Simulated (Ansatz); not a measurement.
Below is the output of a Python script on Ansatz's Python interface that makes a single point from an input typed as a dict of Cs2InBiF6, space group Fm-3m. Write a script that gives it. Level of theory: PBEsol, PAW, cutoff 510 eV, 4×4×4 k-points, fixed occupations.

```cif
data_structure
_symmetry_space_group_name_H-M 'P 1'
_symmetry_Int_Tables_number 1
_cell_length_a 6.9745
_cell_length_b 6.9745
_cell_length_c 6.9745
_cell_angle_alpha 60.000
_cell_angle_beta 60.000
_cell_angle_gamma 60.000
_cell_volume 239.89
loop_
_atom_site_label
_atom_site_type_symbol
_atom_site_fract_x
_atom_site_fract_y
_atom_site_fract_z
_atom_site_occupancy
Cs1 Cs 0.75000 0.75000 0.75000 1
Cs2 Cs 0.25000 0.25000 0.25000 1
In1 In 0.50000 0.50000 0.50000 1
Bi1 Bi 0.00000 0.00000 0.00000 1
F1 F 0.76826 0.23173 0.23173 1
F2 F 0.23173 0.23173 0.76826 1
F3 F 0.23173 0.76826 0.76826 1
F4 F 0.23173 0.76826 0.23173 1
F5 F 0.76826 0.23173 0.76826 1
F6 F 0.76826 0.76826 0.23173 1
```

`python cs2inbif6.py` gives:
```text
free energy      -33748.71764 eV
per atom         -3374.87176 eV
SCF iterations   6  (converged: True)
levels less the Fermi level (eV) at the first k-points (first spin channel where there are two)
k = (0.000, 0.000, 0.000)
    -23.707 -23.707 -23.090 -23.090 -23.090 -22.843 -22.571 -22.571 -22.571 -21.818 -21.818 -21.418 -21.411 -13.337 -13.337 -13.337 -13.317 -13.317 -10.849 -8.388 -8.388 -8.388 -8.236 -8.236 -8.236 -5.723 -5.723 -5.723 -4.225 -4.176 -4.176 -4.173 -4.173 -4.173 -3.951 -3.951 -3.951 -3.886 -3.886 -3.886 -3.661 -3.661 -3.661 0.000 2.250 2.250 2.250 4.091 4.392 4.392 5.449 5.449 5.449
k = (0.000, 0.000, 0.250)
    -23.708 -23.708 -23.090 -23.090 -23.090 -22.825 -22.586 -22.569 -22.569 -21.820 -21.820 -21.421 -21.416 -13.337 -13.337 -13.336 -13.319 -13.319 -10.818 -8.352 -8.352 -8.322 -8.243 -8.243 -8.205 -6.078 -5.621 -5.621 -4.335 -4.335 -4.309 -4.248 -4.184 -4.184 -3.989 -3.989 -3.922 -3.894 -3.894 -3.710 -3.710 -3.692 -3.292 -0.622 2.683 2.683 2.980 4.005 4.447 4.447 5.274 5.274 5.490
k = (0.000, 0.000, -0.500)
    -23.708 -23.708 -23.090 -23.090 -23.090 -22.804 -22.604 -22.567 -22.567 -21.821 -21.821 -21.423 -21.422 -13.337 -13.337 -13.336 -13.321 -13.321 -10.787 -8.284 -8.284 -8.282 -8.282 -8.224 -8.197 -6.354 -5.486 -5.486 -4.531 -4.531 -4.418 -4.329 -4.200 -4.200 -4.023 -4.023 -3.903 -3.903 -3.882 -3.747 -3.747 -3.734 -2.452 -1.454 3.471 3.471 3.830 3.841 3.917 3.917 5.746 5.746 5.841
k = (0.000, 0.250, 0.250)
    -23.710 -23.707 -23.090 -23.090 -23.090 -22.820 -22.580 -22.572 -22.572 -21.825 -21.818 -21.423 -21.417 -13.337 -13.337 -13.336 -13.325 -13.317 -10.801 -8.368 -8.368 -8.271 -8.258 -8.199 -8.199 -5.887 -5.731 -5.731 -4.690 -4.320 -4.219 -4.186 -4.186 -4.177 -3.989 -3.968 -3.968 -3.930 -3.930 -3.749 -3.749 -3.664 -3.081 -0.540 2.611 2.611 3.401 3.441 4.663 4.992 4.992 5.208 5.798
doubts on the final state: none
warnings: none
```

One script that gives this output:

Script `cs2inbif6.py`:
```python
"""Single point of Cs2InBiF6 through the engine session."""

import ansatz as az

settings = {
    "crystal": {
        "lattice": [
            [0.0, 4.931699, 4.931699],
            [4.931699, 0.0, 4.931699],
            [4.931699, 4.931699, 0.0],
        ],
        "atoms": [
            {"symbol": "Cs", "position": [0.75, 0.75, 0.75]},
            {"symbol": "Cs", "position": [0.25, 0.25, 0.25]},
            {"symbol": "In", "position": [0.5, 0.5, 0.5]},
            {"symbol": "Bi", "position": [0.0, 0.0, 0.0]},
            {"symbol": "F", "position": [0.768265, 0.231735, 0.231735]},
            {"symbol": "F", "position": [0.231735, 0.231735, 0.768265]},
            {"symbol": "F", "position": [0.231735, 0.768265, 0.768265]},
            {"symbol": "F", "position": [0.231735, 0.768265, 0.231735]},
            {"symbol": "F", "position": [0.768265, 0.231735, 0.768265]},
            {"symbol": "F", "position": [0.768265, 0.768265, 0.231735]},
        ],
    },
    "kpoints": {"mp_grid": {"grid": [4, 4, 4]}},
    "hamiltonian": {"xc": "pbesol"},
    "scf": {"occupations": {"method": "fixed"}},
    "basis": {"ecutwfc": 510},
    "output": {"stress": True, "eigenvalues": True},
}

planned = az.Session.from_dict(settings).plan(threads=1, pin="off")
res = planned.execute()
summary = res.report

print(f"free energy      {summary['free_energy_ev']:.5f} eV")
print(f"per atom         {summary['free_energy_ev'] / len(res.lattice.sites):.5f} eV")
print(f"SCF iterations   {summary['n_iterations']}  (converged: {summary['converged']})")

fermi = summary["fermi_energy_ev"]
print("levels less the Fermi level (eV) at the first k-points (first spin channel where there are two)")
for k, levels in list(zip(summary["kpoints_frac"], summary["eigenvalues_ev"]))[:4]:
    print("k = ({:.3f}, {:.3f}, {:.3f})".format(*k))
    print("   ", " ".join(f"{e - fermi:.3f}" for e in levels))

print("doubts on the final state:", summary["published_state_doubts"] or "none")
print("warnings:", sorted({n["data"]["kind"] for n in res.notices if n["data"].get("severity") in ("warning", "doubt")}) or "none")
```

Absolute energies stand on the zero of these potentials, so only differences at equal settings mean something. The computed bands are complete only to about 5.4 eV above the Fermi level. Under fixed occupations the level called the Fermi level is the highest filled one on the SCF mesh; off the mesh a filled band can lie a little above it. The structure comes from a database of computed cells and needn't be a stable or known phase. Gaps and levels are Kohn-Sham values on a finite set of k-points, without spin-orbit coupling. It ran for 10 s on 1 thread of Arm Neoverse V1, with other jobs on the host, peak memory 0.63 GiB.
